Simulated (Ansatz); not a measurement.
**NaMg6Ti: single point with PBE**

Crystal: NaMg6Ti.

```xyz
8
Lattice="5.1568 0.0000 0.0000 0.0000 3.1993 5.5539 0.0000 -3.1993 5.5539" Properties=species:S:1:pos:R:3 pbc="T T T"
Ti    0.0000    0.0000    9.3409
Mg    2.5784    0.0000    1.8562
Mg    2.5784   -1.6659    4.5871
Mg    2.5784    1.6659    4.5871
Mg    0.0000    0.0000    3.7230
Mg    0.0000   -1.6007    6.4681
Mg    0.0000    1.6007    6.4681
Na    2.5784    0.0000    7.4006
```

The cell comes from a database or a generator and needn't be the stable form of this composition.

- Program: Ansatz 0.2.0
- Task: single point
- Functional: PBE
- Potentials or basis: Ansatz PAW
- Cutoff: 420 eV (not typed: the program's choice for these potentials)
- k mesh: 5 × 5 × 5
- Occupations: fermi-dirac, width 0.05 eV
- Spin: no spin polarisation

- Pressure: -0.2 GPa
- Largest force: 0.125 eV/Å
- Band gap on the k mesh: none (metal or under the smearing width)

Forces in eV/Å, atoms in the order of the input:
```
Ti   0.000  0.000  0.125
Mg   0.000  0.000 -0.034
Mg   0.000 -0.022 -0.031
Mg   0.000  0.022 -0.031
Mg   0.000  0.000  0.068
Mg   0.000 -0.020 -0.014
Mg   0.000  0.020 -0.014
Na   0.000  0.000 -0.070
```

Stress tensor (GPa, compression positive):
```
-0.56  0.00  0.00
 0.00  0.08  0.00
 0.00  0.00 -0.13
```

Levels at points of the mesh, in eV from the Fermi level:
```
           k point  band 38  band 39  band 40  band 41  band 42  band 43
(0.00, 0.00, 0.00)    -1.49    -1.08    -0.92    -0.49     0.09     0.33
```

It took 4 s on 4 threads of Arm Neoverse V2 (shared host), peak memory 0.56 GiB.
